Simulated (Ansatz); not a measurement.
**TiRh: how the settings move a relaxation**

How sensitive is a relaxation of TiRh to its settings? A reference run comes first, then one run with altered input.

Computed with Ansatz 0.2.0 (reference: DFT, r2SCAN, PAW with Ansatz's default frozen-core files, scalar-relativistic; relaxation of cell and atoms, unless a step's input says otherwise).

### Step 1. The starting structure

The structure is tetragonal, space group P4/mmm (No. 123). The conventional cell has a = 2.988 Å, b = 2.988 Å, c = 3.350 Å, α = 90.00°, β = 90.00°, γ = 90.00°. Ti (site symmetry 4/mmm) is surrounded by 8 Rh at 2.70 Å and 4 Ti at 2.99 Å. Rh (site symmetry 4/mmm) has 8 Ti at 2.70 Å and 4 Rh at 2.99 Å as nearest neighbours.

As a file:

```xyz
2
Lattice="2.9880 0.0000 0.0000 0.0000 2.9880 0.0000 0.0000 0.0000 3.3500" Properties=species:S:1:pos:R:3 pbc="T T T"
Ti    1.4940    1.4940    1.6750
Rh    0.0000    0.0000    0.0000
```

### Step 2. Baseline

File input.yaml:

```yaml
crystal:
  lattice:
    - [2.988, 0.0, 0.0]
    - [0.0, 2.988, 0.0]
    - [0.0, 0.0, 3.35]
  atoms:
    - { symbol: Ti, position: [0.5, 0.5, 0.5] }
    - { symbol: Rh, position: [0.0, 0.0, 0.0] }
kpoints:
  mp_grid: { grid: [14, 14, 12] }
scf:
  occupations: { method: fermi_dirac, width: 0.05 }
hamiltonian:
  xc: r2scan
  pseudopotentials: { kind: paw }
relax:
  f_tol: 0.002
  max_steps: 80
  cell: {}
output:
  forces: true
  stress: true
  write_density: true
  write_potential: true
  elf: true
  volumetric_format: npy
```

Command:

```sh
$ ansatz run input.yaml --threads 1 --pin off --max-ram 3072MiB --backend cpu --events-out ev --progress --plain --runs-dir out
```

### Step 3. A run with other settings

input.yaml, as its differences from that of step 2:

```diff
@@ -14,7 +14,9 @@
   xc: r2scan
-  pseudopotentials: { kind: paw }
+  pseudopotentials: { kind: paw, source: jth }
+  hubbard: { sites: [{ species: Ti, l: d, u_eff: 3.0 }], double_counting: fll }
 relax:
-  f_tol: 0.002
+  f_tol: 0.001
   max_steps: 80
   cell: {}
+  max_displacement: 0.5
 output:
@@ -22,5 +24 @@
   stress: true
-  write_density: true
-  write_potential: true
-  elf: true
-  volumetric_format: npy
```

(Steps that only read results are left out.)

What does the calculation give? Wanted: for each run, ending; energy change.

As calculated:

| run | ending | energy change | cycles | time |
| --- | --- | --- | --- | --- |
| reference | converged | - | 40 | 69 s |
| 1: pseudopotentials.source jth, hubbard.sites [{species: Ti, l: d, u_eff: 3.0}], hubbard.double_counting fll, f_tol 0.001, max_displacement 0.5 | timeout | - | 28 | 4.8 min |

Times don't compare one to one where runs were asked for different outputs or read a saved state (see the inputs); cycles may leave out searches for a lower state.

**Reading.** With the changed potentials, Hubbard U, convergence setting and walk settings the run ends out of time. 1 of the 1 altered inputs did not end normally.
